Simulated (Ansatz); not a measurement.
# NbTe (zincblende type): how the settings move a single-point run

Aim: see which settings change the result for NbTe (zincblende type), by how much, and at what cost.

Computed with Ansatz 0.2.0 (reference: DFT, LDA, PAW with Ansatz's default frozen-core files, scalar-relativistic, unless a step's input says otherwise).

1 further run of the same task is left out (it didn't finish). Runs told in other sessions of the task aren't counted.

## Step 1: The structure to begin with

It takes space group F-43m (No. 216, cubic). The conventional cell has a = 4.890 Å, b = 4.890 Å, c = 4.890 Å, α = 90.00°, β = 90.00°, γ = 90.00°. Nb (site symmetry -43m) has 4 Te at 2.12 Å in its first shell of neighbours. Around Te (site symmetry -43m) lie 4 Nb at 2.12 Å.

Structure file:

```cif
data_structure
_symmetry_space_group_name_H-M 'F-43m'
_symmetry_Int_Tables_number 216
_cell_length_a 4.8897
_cell_length_b 4.8897
_cell_length_c 4.8897
_cell_angle_alpha 90.000
_cell_angle_beta 90.000
_cell_angle_gamma 90.000
_cell_volume 116.91
loop_
_atom_site_label
_atom_site_type_symbol
_atom_site_symmetry_multiplicity
_atom_site_Wyckoff_symbol
_atom_site_fract_x
_atom_site_fract_y
_atom_site_fract_z
_atom_site_occupancy
Nb1 Nb 4 a 0.00000 0.00000 0.00000 1
Te1 Te 4 d 0.25000 0.25000 0.75000 1
```

## Step 2: Reference

The input, input.yaml:

```yaml
crystal:
  lattice:
    - [0.0, 2.4448382998, 2.4448382998]
    - [2.4448382998, 0.0, 2.4448382998]
    - [2.4448382998, 2.4448382998, 0.0]
  atoms:
    - { symbol: Nb, position: [0.0, 0.0, 0.0] }
    - { symbol: Te, position: [0.25, 0.25, 0.25] }
kpoints:
  mp_grid: { grid: [12, 12, 12] }
scf:
  occupations: { method: fermi_dirac, width: 0.1 }
hamiltonian:
  xc: lda
  pseudopotentials: { kind: paw }
output:
  forces: true
  stress: true
  eigenvalues: true
  populations: true
```

Started as:

```
> ansatz run input.yaml --threads 1 --pin off --max-ram 2048MiB --backend cpu --events-out ev --progress --plain --runs-dir out
```

## Step 3: Changed: mp_grid.grid [15, 15, 15], preconditioner local_kerker

input.yaml: that of step 2 with these lines changed.

```diff
@@ -9,5 +9,6 @@
 kpoints:
-  mp_grid: { grid: [12, 12, 12] }
+  mp_grid: { grid: [15, 15, 15] }
 scf:
   occupations: { method: fermi_dirac, width: 0.1 }
+  mixing: { preconditioner: local_kerker }
 hamiltonian:
```

Before running it: what results should come out? Wanted: for each run, ending; energy change; pressure; gap; force.

The runs gave:

```tsv
run	ending	energy change	pressure (GPa)	gap (eV)	force (eV/Å)	cycles	time
reference	converged	0	232.7	0.00	0.00	6	5.8 s
1: mp_grid.grid [15, 15, 15], preconditioner local_kerker	converged	+1.8 meV/atom	232.6	0.00	0.00	6	9.4 s
```

Residual by cycle in the longest SCF loop of each run; runs are numbered as in the table. The quantity is the density residual dr2, in eV.

```tsv
cycle	reference	run 1
1	0.0535	0.0522
2	0.013	0.0116
3	1.6e-4	1.3e-4
4	9.4e-6	1.5e-6
5	6.1e-7	4.4e-8
6	4.8e-8	1.1e-9
```

**Reading.** Changing the k-point mesh and mixing moves the energy by +1.8 meV/atom. Mixing only sets the path, so the shift comes from the other change. The energy is not variational in the mesh, so the sign tells nothing. The other settings changed steer the path, not the converged energy, so the shift is the mesh's. Cost: 9.4 s against 5.8 s. The structure is not at rest: the sound run finds 233 GPa, so these are no properties of the relaxed crystal. 
